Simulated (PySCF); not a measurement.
# Yb(CH3)2: a change of charge

How does Yb(CH3)2 respond at fixed geometry? The runs cover a change of charge. The species was built from a template and needn't be a known compound.

Computed with PySCF 2.14.0. Level: PBE0, Yb def2-SVP with ECP28, C def2-SVP, H def2-SVP; scalar-relativistic core potentials, no spin–orbit coupling.

1 further run of the same task is left out (for a known fault of the program). Runs told in other sessions of the task aren't counted.

**1. The starting structure**

9 atoms, charge 0, spin multiplicity 1.

Bond lengths: Yb1–C2 2.421 Å, Yb1–C6 2.421 Å, C2–H3 1.108 Å, C2–H4 1.108 Å, C2–H5 1.108 Å, C6–H7 1.108 Å, C6–H8 1.108 Å, C6–H9 1.108 Å. Angles: C2–Yb1–C6 114.9°, Yb1–C2–H3 117.6°, Yb1–C2–H4 110.5°, Yb1–C2–H5 110.5°, H3–C2–H4 106.0°, H3–C2–H5 106.0°, H4–C2–H5 105.4°, Yb1–C6–H7 117.6°, Yb1–C6–H8 110.5°, Yb1–C6–H9 110.5°, H7–C6–H8 106.0°, H7–C6–H9 106.0°, H8–C6–H9 105.4°.

As a file:

```mol
C2H6Yb
  3D, bonds by distance, orders not assigned

  9  8  0  0  0  0  0  0  0  0999 V2000
    0.0000    0.0000   -0.4676 Yb  0  0
    2.0412   -0.0000    0.8341 C   0  0
    3.0014   -0.0000    0.2822 H   0  0
    2.0741    0.8814    1.5052 H   0  0
    2.0741   -0.8814    1.5052 H   0  0
   -2.0412    0.0000    0.8341 C   0  0
   -3.0014    0.0000    0.2822 H   0  0
   -2.0741   -0.8814    1.5052 H   0  0
   -2.0741    0.8814    1.5052 H   0  0
  1  2  8  0
  1  6  8  0
  2  3  8  0
  2  4  8  0
  2  5  8  0
  6  7  8  0
  6  8  8  0
  6  9  8  0
M  END
```

Formal oxidation states: Yb +2. An earlier session relaxed this geometry at PBE0, Yb def2-SVP with ECP28, C def2-SVP, H def2-SVP (singlet, point group C2v).

Its energy there is -1238.784163 Eh.

**2. One electron removed, multiplicity 2**

Input file run.py (the lines that set the calculation):

```python
mol = gto.M(atom='''
Yb     0.00000     0.00000    -0.46760
C      2.04121     0.00000     0.83406
H      3.00143     0.00000     0.28218
H      2.07409     0.88141     1.50523
H      2.07409    -0.88141     1.50523
C     -2.04121     0.00000     0.83406
H     -3.00143     0.00000     0.28218
H     -2.07409    -0.88141     1.50523
H     -2.07409     0.88141     1.50523''',
    basis={'Yb': 'def2-SVP', 'C': 'def2-SVP', 'H': 'def2-SVP'},
    ecp={'Yb': 'def2-SVP'},
    charge=1, spin=1)
mf = dft.UKS(mol, xc='PBE0')
mf.grids.atom_grid = (50, 194)  # f atoms: unpruned, at least (60, 302)
mf = mf.density_fit()  # fitting sets: Yb def2-universal-JKFIT, C def2-universal-JKFIT, H def2-universal-JKFIT
mf.conv_tol = 1e-08; mf.max_cycle = 55
mf.kernel(dm0)  # dm0: the density of the relaxed state
```

Launch:

```bash
$ OMP_NUM_THREADS=4 python run.py
```

What it wrote:

```text
init E= -1238.79225441501
  HOMO = -0.165135485711  LUMO = -0.163756447934  gap/eV = 0.03753
cycle= 1 E= -1238.17769265369  delta_E= 0.615  |g|= 1.57  |ddm|= 0.826
  HOMO = -0.500467861128  LUMO = -0.494738459057  gap/eV = 0.15590
cycle= 2 E= -1235.91102718631  delta_E= 2.27  |g|= 4.89  |ddm|= 2.16
  HOMO = -0.455843434047  LUMO = -0.439046121565  gap/eV = 0.45708
cycle= 3 E= -1238.31496050891  delta_E= -2.4  |g|= 1.34  |ddm|= 1.28
  HOMO = -0.411425271247  LUMO = -0.372016655668  gap/eV = 1.07236
cycle= 4 E= -1238.48326097955  delta_E= -0.168  |g|= 0.561  |ddm|= 0.341
  HOMO = -0.406388023501  LUMO = -0.365410633709  gap/eV = 1.11505
cycle= 5 E= -1238.51811799216  delta_E= -0.0349  |g|= 0.271  |ddm|= 0.235
  HOMO = -0.40037794536  LUMO = -0.334978976726  gap/eV = 1.77960
cycle= 6 E= -1238.52763398228  delta_E= -0.00952  |g|= 0.0635  |ddm|= 0.12
  HOMO = -0.401506151054  LUMO = -0.329781511775  gap/eV = 1.95173
cycle= 7 E= -1238.52867894752  delta_E= -0.00104  |g|= 0.0227  |ddm|= 0.0649
  HOMO = -0.402021402086  LUMO = -0.328548027767  gap/eV = 1.99931
cycle= 8 E= -1238.52885040739  delta_E= -0.000171  |g|= 0.0377  |ddm|= 0.0361
  HOMO = -0.402854817602  LUMO = -0.328850509312  gap/eV = 2.01376
cycle= 9 E= -1238.52902478756  delta_E= -0.000174  |g|= 0.0269  |ddm|= 0.0185
  HOMO = -0.405879202868  LUMO = -0.32934196877  gap/eV = 2.08268
cycle= 10 E= -1238.52930468962  delta_E= -0.00028  |g|= 0.0102  |ddm|= 0.0583
  HOMO = -0.407321519217  LUMO = -0.32912533364  gap/eV = 2.12783
cycle= 11 E= -1238.52935343559  delta_E= -4.87e-05  |g|= 0.00246  |ddm|= 0.0378
  HOMO = -0.407414999427  LUMO = -0.329430332506  gap/eV = 2.12207
cycle= 12 E= -1238.52935412262  delta_E= -6.87e-07  |g|= 0.00107  |ddm|= 0.0016
  HOMO = -0.407305994546  LUMO = -0.329396742627  gap/eV = 2.12002
cycle= 13 E= -1238.52935436796  delta_E= -2.45e-07  |g|= 8.94e-05  |ddm|= 0.00218
  HOMO = -0.407308203683  LUMO = -0.329387043393  gap/eV = 2.12034
cycle= 14 E= -1238.52935438048  delta_E= -1.25e-08  |g|= 4.57e-05  |ddm|= 0.000277
  HOMO = -0.407309497384  LUMO = -0.329382387289  gap/eV = 2.12050
cycle= 15 E= -1238.52935438756  delta_E= -7.07e-09  |g|= 2.92e-05  |ddm|= 0.000216
  HOMO = -0.407310933511  LUMO = -0.329384468903  gap/eV = 2.12049
Extra cycle  E= -1238.52935438978  delta_E= -2.22e-09  |g|= 9.24e-05  |ddm|= 0.000117
converged SCF energy = -1238.52935438978  <S^2> = 0.77368456  2S+1 = 2.023546
```

Wall time 5.2 s (4 threads of Arm Neoverse V1, shared host).

It gives: E = -1238.529354 Eh (+6.934 eV from the relaxed state), HOMO -11.08 eV, LUMO -8.96 eV (over both spins), ⟨S²⟩ = 0.774, Mulliken charge on Yb1 +1.19 e. 

**3. One electron added, multiplicity 2**

run.py (the lines that set the calculation): that of step 2 with these lines changed.

```diff
@@ -12,3 +12,3 @@
     ecp={'Yb': 'def2-SVP'},
-    charge=1, spin=1)
+    charge=-1, spin=1)
 mf = dft.UKS(mol, xc='PBE0')
```

Launch:

```bash
$ OMP_NUM_THREADS=4 python run.py
```

What it wrote:

```text
init E= -1238.79173252227
  HOMO = -0.0578643102765  LUMO = -0.0557837390476  gap/eV = 0.05662
cycle= 1 E= -1238.78557662036  delta_E= 0.00616  |g|= 0.11  |ddm|= 0.988
  HOMO = 0.0743087016835  LUMO = 0.119004242427  gap/eV = 1.21623
cycle= 2 E= -1238.78264519914  delta_E= 0.00293  |g|= 0.326  |ddm|= 1.03
  HOMO = 0.047021055827  LUMO = 0.109551030479  gap/eV = 1.70153
cycle= 3 E= -1238.79781329296  delta_E= -0.0152  |g|= 0.0808  |ddm|= 0.272
  HOMO = 0.0357966823314  LUMO = 0.0981182761091  gap/eV = 1.69586
cycle= 4 E= -1238.79961415761  delta_E= -0.0018  |g|= 0.0105  |ddm|= 0.0907
  HOMO = 0.0316048546977  LUMO = 0.0932310846257  gap/eV = 1.67694
cycle= 5 E= -1238.79970577696  delta_E= -9.16e-05  |g|= 0.0101  |ddm|= 0.0533
  HOMO = 0.0309733961925  LUMO = 0.0923680719519  gap/eV = 1.67063
cycle= 6 E= -1238.79974109305  delta_E= -3.53e-05  |g|= 0.00235  |ddm|= 0.0295
  HOMO = 0.0308067119073  LUMO = 0.0919689276158  gap/eV = 1.66431
cycle= 7 E= -1238.79974663214  delta_E= -5.54e-06  |g|= 0.000579  |ddm|= 0.0187
  HOMO = 0.0307654058585  LUMO = 0.0918674792793  gap/eV = 1.66267
cycle= 8 E= -1238.79974706215  delta_E= -4.3e-07  |g|= 0.000486  |ddm|= 0.00399
  HOMO = 0.0307462417885  LUMO = 0.0918135040922  gap/eV = 1.66172
cycle= 9 E= -1238.79974725365  delta_E= -1.91e-07  |g|= 0.000116  |ddm|= 0.00212
  HOMO = 0.030740286635  LUMO = 0.09180718038  gap/eV = 1.66171
cycle= 10 E= -1238.79974727492  delta_E= -2.13e-08  |g|= 3.17e-05  |ddm|= 0.000415
  HOMO = 0.0307421789081  LUMO = 0.0918130755041  gap/eV = 1.66182
cycle= 11 E= -1238.79974727775  delta_E= -2.83e-09  |g|= 1.07e-05  |ddm|= 0.00022
  HOMO = 0.030744254846  LUMO = 0.0918166668833  gap/eV = 1.66186
Extra cycle  E= -1238.79974727811  delta_E= -3.6e-10  |g|= 7.88e-06  |ddm|= 8.3e-05
converged SCF energy = -1238.79974727811  <S^2> = 0.75266585  2S+1 = 2.0026641
```

Wall time 4.2 s (4 threads of Arm Neoverse V1, shared host).

Read off: E = -1238.799747 Eh (-0.424 eV from the relaxed state), HOMO 0.84 eV, LUMO 2.50 eV (over both spins), ⟨S²⟩ = 0.753, Mulliken charge on Yb1 +0.11 e. The highest filled level lies above zero; it isn't the detachment energy.

**4. The states side by side**

| state | energy from the relaxed state (eV) | ⟨S²⟩ | time |
| --- | --- | --- | --- |
| charge 0, singlet, vacuum (relaxed) | 0 | 0.00 |  |
| charge -1, doublet, vacuum | -0.42 | 0.75 | 4.2 s |
| charge +1, doublet, vacuum | 6.93 | 0.77 | 5.2 s |

An electron taken off or put on is at rest in vacuum. 

Removing an electron vertically costs 6.93 eV (doublet), against −HOMO = 4.88 eV. Adding an electron vertically releases 0.42 eV (doublet). The bases are small and lack diffuse functions. Spin–orbit coupling is left out.
